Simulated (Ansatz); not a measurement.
# Zn4CdAs3: the cost of one run

Computed with Ansatz 0.2.0 (reference: DFT r2SCAN, plane waves, PAW, scalar-relativistic, no spin polarisation, unless a step's input says otherwise).

## Step 1: Starting point

Symmetry: P4/mmm, No. 123, tetragonal system. The conventional cell has a = 3.943 Å, b = 3.943 Å, c = 9.974 Å, α = 90.00°, β = 90.00°, γ = 90.00°. Cd (site symmetry 4/mmm) is surrounded by 8 As at 3.52 Å and 4 Cd at 3.94 Å and 8 Zn at 3.97 Å. Zn (site symmetry 2mm) is surrounded by 4 As at 2.35 to 2.50 Å. As (site symmetry 4mm) is surrounded by 4 Zn at 2.35 Å. Around As (site symmetry 4/mmm) lie 8 Zn at 2.50 Å.

Structure file:

```cif
data_structure
_symmetry_space_group_name_H-M 'P 1'
_symmetry_Int_Tables_number 1
_cell_length_a 3.9428
_cell_length_b 3.9428
_cell_length_c 9.9737
_cell_angle_alpha 90.000
_cell_angle_beta 90.000
_cell_angle_gamma 90.000
_cell_volume 155.05
loop_
_atom_site_label
_atom_site_type_symbol
_atom_site_fract_x
_atom_site_fract_y
_atom_site_fract_z
_atom_site_occupancy
Cd1 Cd 0.00000 0.00000 0.50000 1
Zn1 Zn 0.00000 0.50000 0.15487 1
Zn2 Zn 0.50000 0.00000 0.15487 1
Zn3 Zn 0.00000 0.50000 0.84513 1
Zn4 Zn 0.50000 0.00000 0.84513 1
As1 As 0.50000 0.50000 0.28373 1
As2 As 0.50000 0.50000 0.71627 1
As3 As 0.00000 0.00000 0.00000 1
```

## Step 2: The reference run

File input.yaml:

```yaml
crystal:
  lattice:
    - [3.94278, 0.0, 0.0]
    - [0.0, 3.94278, 0.0]
    - [0.0, 0.0, 9.973707]
  atoms:
    - { symbol: Cd, position: [0.0, 0.0, 0.5] }
    - { symbol: Zn, position: [0.0, 0.5, 0.15487] }
    - { symbol: Zn, position: [0.5, 0.0, 0.15487] }
    - { symbol: Zn, position: [0.0, 0.5, 0.84513] }
    - { symbol: Zn, position: [0.5, 0.0, 0.84513] }
    - { symbol: As, position: [0.5, 0.5, 0.28373] }
    - { symbol: As, position: [0.5, 0.5, 0.71627] }
    - { symbol: As, position: [0.0, 0.0, 0.0] }
  symmetry: { tolerance: 0.0003 }
kpoints:
  mp_grid: { grid: [5, 5, 2], shift: [0, 0, 0] }
magnetization:
  spin_polarized: false
scf:
  occupations: { method: gaussian, width: 0.0125 }
hamiltonian:
  pseudopotentials: { kind: paw }
  xc: r2scan
basis:
  ecutwfc: 500
output:
  forces: true
  stress: true
  eigenvalues: true
relax:
  max_steps: 40
  cell: {}
```

Started as:

```sh
ansatz run input.yaml --threads 1 --pin off --max-ram 2560MiB --backend cpu --events-out ev --progress --plain --runs-dir out
```

**Question.** How long does this run take on 1 thread of Intel Xeon Platinum 8259CL at 2.50GHz (Skylake/Cascade Lake), shared host, and how much memory does it need?

About 2.4 min, with a peak of 0.86 GiB.
